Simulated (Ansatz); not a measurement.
This script drives Ansatz 0.2.0, Python API.

`torsion_ch6asb.py`:
```python
"""Rigid torsion scan of CH6AsB."""

import ansatz
from ase import Atoms

atoms = Atoms(["C", "B", "As", "H", "H", "H", "H", "H", "H"], positions=[
    [-1.2724, 0.3369, 0.3274],
    [0.0069, -0.5653, 0.0695],
    [1.8795, 0.2259, 0.2426],
    [-1.8931, 0.3668, -0.5915],
    [-0.962, 1.3681, 0.5943],
    [-1.866, -0.0948, 1.1592],
    [-0.125, -1.6999, -0.2315],
    [2.524, -0.9916, -0.4973],
    [1.7081, 1.0538, -1.0728],
])

# relax first, so that the scan starts from a minimum
first = (
    ansatz.Crystal.molecule_from_ase(atoms).calculation()
    .basis(gaussian="def2-SVP")  # the orbital basis, by name
    .functional("pbe")
    .relax(force_tolerance=0.02, max_steps=80)  # relax until the tolerances are met
)
atoms.positions = first.run(threads=1).report["positions_ang"]

start = atoms.get_dihedral(0, 1, 2, 7)
energies = {}
for turn in range(0, 360, 40):
    turned = atoms.copy()
    turned.set_dihedral(0, 1, 2, 7, start + turn, indices=[2, 7, 8])
    setup = (
        ansatz.Crystal.molecule_from_ase(turned).calculation()
        .basis(gaussian="def2-SVP")
        .functional("pbe")
    )
    energies[round((start + turn) % 360)] = setup.run(threads=1).report["free_energy_ev"]
floor = min(energies.values())
print("dihedral C0-B1-As2-H7 (deg)   E - E(min) (kcal/mol)")
for angle, e in sorted(energies.items()):
    print(f"{angle:8d} {23.060548 * (e - floor):14.3f}  " + "#" * int(30 * (e - floor) / max(max(energies.values()) - floor, 1e-9)))
```

It is started by `python torsion_ch6asb.py`. How long does it take on 1 thread of Intel(R) Xeon(R) Platinum 8259CL CPU @ 2.50GHz (Skylake/Cascade Lake), with other jobs on the host, and how much memory does it need?

It took about 110 s, with a peak of 0.21 GiB, for 10 runs of the engine.

Output of `python torsion_ch6asb.py`:
```text
dihedral C0-B1-As2-H7 (deg)   E - E(min) (kcal/mol)
      20          2.070  ######
      60          2.535  ########
     100          7.693  ########################
     140          8.941  ############################
     180          3.539  ###########
     220          0.000
     260          3.689  ###########
     300          9.314  ##############################
     340          7.278  #######################
```

The scan is rigid and the energies are electronic, in a modest basis. With rigid groups the curve can differ much from the relaxed path, the start wasn't checked as a minimum of this torsion, and equivalent turns needn't return to the same energy.

(A comment or docstring line of the script was reworded after the run, the code is as it ran.)
